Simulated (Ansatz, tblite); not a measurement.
# (BeO)3 ring (Be₃O₃): a ladder of methods and basis sets

Aim: run the singlet of (BeO)3 ring (Be₃O₃) at one geometry on many levels, and compare frontier levels, spin and run time.

Method: as each input shows; program: Ansatz 0.2.0, Gaussian basis.

Levels to be run: GFN1-xTB, GFN2-xTB, PBE-D4/def2-TZVP, r2SCAN-D4/def2-TZVP, PBE-QIDH/def2-TZVP, CAM-B3LYP-D4/def2-TZVP, r2SCAN0-D4/def2-TZVP, r2SCANh-D4/def2-TZVP, ωB97X-V/def2-TZVP, BHLYP-D4/def2-TZVP, B2PLYP/def2-TZVP, PBE-D4/def2-SVP, PBE0-D4/def2-SVP, HF/STO-3G, HF/6-31G, B3LYP-D4/6-31G, CCSD(T)/def2-TZVPP, MP2/def2-TZVP, RPA/def2-TZVP.

### Step 1. The structure

The geometry is that of the singlet, from an earlier relaxation (PBE0-D4/def2-SVP).

6 atoms, charge 0, spin multiplicity 1.

Bond lengths: Be1–O2 1.468 Å, Be1–O6 1.468 Å, O2–Be3 1.468 Å, Be3–O4 1.468 Å, O4–Be5 1.468 Å, Be5–O6 1.468 Å. Angles: O2–Be1–O6 141.0°, Be1–O2–Be3 99.0°, O2–Be3–O4 141.0°, Be3–O4–Be5 99.0°, O4–Be5–O6 141.0°, Be1–O6–Be5 99.0°.

PBE0-D4/def2-TZVP was run before; its log isn't repeated, and its numbers join the tables.

### Step 2. GFN1-xTB

Tight binding, by tblite at 300 K electronic temperature and without a spin-polarisation term:

```python
tblite.interface.Calculator('GFN1-xTB', numbers, positions, charge=0, uhf=0).singlepoint()
```

Energy -450.2125 eV, HOMO -11.42 eV, LUMO -7.60 eV; 0.01 s.

### Step 3. GFN2-xTB

Tight binding, by tblite at 300 K electronic temperature and without a spin-polarisation term:

```python
tblite.interface.Calculator('GFN2-xTB', numbers, positions, charge=0, uhf=0).singlepoint()
```

Energy -393.3506 eV, HOMO -11.77 eV, LUMO -7.33 eV; 0.008 s.

### Step 4. PBE-D4/def2-TZVP

start.molden holds the orbitals of an earlier run on this state, given as this run's starting guess.

in.yaml

```yaml
crystal:
  periodic: [false, false, false]
  atoms:
    - {symbol: Be, position_ang: [-1.276307, -0.159711, 0.078223]}
    - {symbol: O, position_ang: [-0.670338, -1.349664, -0.531320]}
    - {symbol: Be, position_ang: [0.735704, -0.928748, -0.506719]}
    - {symbol: O, position_ang: [1.582604, 0.198023, -0.096984]}
    - {symbol: Be, position_ang: [0.540611, 1.088466, 0.428490]}
    - {symbol: O, position_ang: [-0.912264, 1.151634, 0.628300]}
basis:
  gaussian: {orbitals: def2-TZVP, initial_orbitals: start.molden}
hamiltonian: {xc: pbe, dispersion: d4}
scf: {omitted_lower_state_checks: [starts]}
output: {forces: true, orbitals: {seedname: orbitals}}
```

Launch:

```console
> ansatz run in.yaml --threads 4 --pin off --events-out ev --progress --plain --max-ram 3916MiB
```

The runs that follow: r2SCAN-D4/def2-TZVP; PBE-QIDH/def2-TZVP; CAM-B3LYP-D4/def2-TZVP; r2SCAN0-D4/def2-TZVP; r2SCANh-D4/def2-TZVP; ωB97X-V/def2-TZVP; BHLYP-D4/def2-TZVP; B2PLYP/def2-TZVP; PBE-D4/def2-SVP; PBE0-D4/def2-SVP; HF/STO-3G; HF/6-31G; B3LYP-D4/6-31G; CCSD(T)/def2-TZVPP; MP2/def2-TZVP; RPA/def2-TZVP.

Q: Predict the results of all the runs planned. Wanted: gap in def2-TZVP, named functionals, smallest and largest; correlation energy, CCSD(T)/def2-TZVPP; correlation energy, MP2/def2-TZVP; binding an atom, CCSD(T)/def2-TZVPP; PBE0 total energy, smallest basis above largest.

As calculated:

```
                                                 quantity                                 value
gap in def2-TZVP, named functionals, smallest and largest  4.76 eV (PBE-D4), 11.25 eV (ωB97X-V)
                   correlation energy, CCSD(T)/def2-TZVPP                             -25.64 eV
                        correlation energy, MP2/def2-TZVP                             -24.66 eV
                      binding an atom, CCSD(T)/def2-TZVPP                              4.445 eV
          PBE0 total energy, smallest basis above largest         9.38 eV (def2-SVP, def2-TZVP)
```

In words: Over the named functionals in def2-TZVP the gap runs from 4.76 eV (PBE-D4) to 11.25 eV (ωB97X-V); exact exchange widens it. A small miss in a minimal or small basis is a cancelling of errors, not accuracy. The functionals in def2-TZVP miss CCSD(T)/def2-TZVPP by +0.084 (BHLYP-D4) to +0.482 eV (PBE-D4) an atom. The reference is CCSD(T) in one finite basis, so it carries an error of its own, often a tenth of an eV or more, and near misses can't be ranked.
